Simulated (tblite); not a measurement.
# CH10Ga2N2O: the cost of one run

Computed with tblite 0.8.0 and PySCF 2.14.0; each step states its level. No surroundings beyond the atoms listed, unless a continuum is named. Atoms count from 0, parts from 1.

### Step 1. Starting point

16 atoms, charge 0, multiplicity 1; geometry: distance geometry start.

### Step 2. Relaxing the cluster with GFN2-xTB

What the job is given:

```
{"job": {"kind": "relax", "xc": "GFN2-xTB", "basis": "xTB"}, "charge": 0, "multiplicity": 1}
N      0.247330     1.709648     0.440445
Ga     0.399887     0.917863     2.224334
N      1.890984    -0.175612     1.651055
Ga     1.729711     0.583849    -0.164450
O      1.234510    -0.650177    -1.409421
C      0.068746    -1.430413    -1.345016
H      0.476982     2.694906     0.448315
H     -0.618855     1.421142    -0.024642
H      0.818373     1.952618     3.262131
H     -0.829100     0.091383     2.575741
H      1.659469    -1.154913     1.647082
H      2.733186     0.085326     2.099734
H      2.958322     1.398407    -0.513552
H     -0.720491    -0.876302    -0.995363
H      0.197459    -2.252466    -0.713136
H     -0.177163    -1.788257    -2.303080
```

Method: GFN2-xTB geometry optimisation, gas phase.

The run is started by

```
OMP_NUM_THREADS=1 python cluster_run.py task.json out
```

The driver reads the jobs from task.json and runs them one after another.

**Question.** How long does this first job take on 1 thread of Intel Xeon 6975P-C, shared host?

About 2.2 s.
